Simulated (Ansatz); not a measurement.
**C7H8Cl2Si: how energies converge with the basis set**

An exercise on one series of results from a longer session: the logs are not shown, and one member is left open.

The runs use Ansatz 0.2.0, Gaussian basis; one geometry, several basis sets.

The runs, in order: PBE0-D4/def2-SVP; ωB97M-V/def2-SVP; PBE0-D4/def2-QZVPP; ωB97M-V/def2-QZVPP; the functionals' def2-TZVPP values are taken from earlier runs.

### Structure used throughout

All runs share one geometry, relaxed beforehand with PBE0-D4 in a triple-zeta def2 set.

SMILES `C[Si](Cl)(Cl)c1ccccc1`, 18 atoms, charge 0, spin multiplicity 1.

Atoms are counted from 1 here; the program's logs count them from 0.

Bond lengths: C1–Si2 1.850 Å, C1–H11 1.092 Å, C1–H12 1.092 Å, C1–H13 1.092 Å, Si2–Cl3 2.057 Å, Si2–Cl4 2.057 Å, Si2–C5 1.853 Å, C5–C6 1.394 Å, C5–C10 1.396 Å, C6–C7 1.387 Å, C6–H14 1.085 Å, C7–C8 1.386 Å, C7–H15 1.084 Å, C8–C9 1.389 Å, C8–H16 1.084 Å, C9–C10 1.384 Å, C9–H17 1.084 Å, C10–H18 1.085 Å. Angles: Si2–C1–H11 110.7°, Si2–C1–H12 109.6°, Si2–C1–H13 110.7°, H11–C1–H12 108.4°, H11–C1–H13 109.1°, H12–C1–H13 108.4°, C1–Si2–Cl3 109.1°, C1–Si2–Cl4 109.0°, C1–Si2–C5 114.0°, Cl3–Si2–Cl4 106.6°, Cl3–Si2–C5 108.9°, Cl4–Si2–C5 108.9°, Si2–C5–C6 120.6°, Si2–C5–C10 120.8°, C6–C5–C10 118.6°, C5–C6–C7 120.8°, C5–C6–H14 120.2°, C7–C6–H14 119.1° and more.

Set-up of the first run:

Input file in.yaml:

```yaml
crystal:
  periodic: [false, false, false]
  atoms:
    - {symbol: C, position_ang: [1.254410, -1.825778, 1.949906]}
    - {symbol: Si, position_ang: [-0.204047, -0.707776, 1.739745]}
    - {symbol: Cl, position_ang: [-0.180813, 0.714300, 3.226048]}
    - {symbol: Cl, position_ang: [-1.928437, -1.799453, 1.998244]}
    - {symbol: C, position_ang: [-0.271899, 0.143768, 0.095855]}
    - {symbol: C, position_ang: [0.708353, -0.093108, -0.867260]}
    - {symbol: C, position_ang: [0.660249, 0.542194, -2.099698]}
    - {symbol: C, position_ang: [-0.371191, 1.423114, -2.382928]}
    - {symbol: C, position_ang: [-1.354633, 1.669065, -1.433928]}
    - {symbol: C, position_ang: [-1.304454, 1.034197, -0.205149]}
    - {symbol: H, position_ang: [1.241350, -2.621069, 1.201128]}
    - {symbol: H, position_ang: [1.224842, -2.284794, 2.939760]}
    - {symbol: H, position_ang: [2.186935, -1.264326, 1.857979]}
    - {symbol: H, position_ang: [1.522078, -0.780098, -0.659581]}
    - {symbol: H, position_ang: [1.429273, 0.348705, -2.838780]}
    - {symbol: H, position_ang: [-0.410474, 1.920593, -3.345378]}
    - {symbol: H, position_ang: [-2.161839, 2.358119, -1.654475]}
    - {symbol: H, position_ang: [-2.077303, 1.233548, 0.530111]}
basis:
  gaussian: {orbitals: def2-SVP}
hamiltonian: {xc: pbe0, dispersion: d4}
output: {orbitals: {seedname: orbitals}}
```

Among the steps run: PBE0-D4 in def2-SVP; ωB97M-V in def2-SVP; PBE0-D4 in def2-QZVPP; ωB97M-V in def2-QZVPP.

One table of the session follows, with a row left open; its other results are not shown here.

It belongs to the step «Functionals by basis». 

```
functional       basis  HOMO (eV)
   PBE0-D4    def2-SVP          ?
   PBE0-D4  def2-TZVPP      -7.60
   PBE0-D4  def2-QZVPP      -7.62
   ωB97M-V    def2-SVP      -9.65
   ωB97M-V  def2-TZVPP      -9.68
   ωB97M-V  def2-QZVPP      -9.70
```

**Question.** Estimate the row for PBE0-D4, def2-SVP.

The run gave: HOMO (eV): -7.58. In the column «HOMO (eV)» it is the highest.
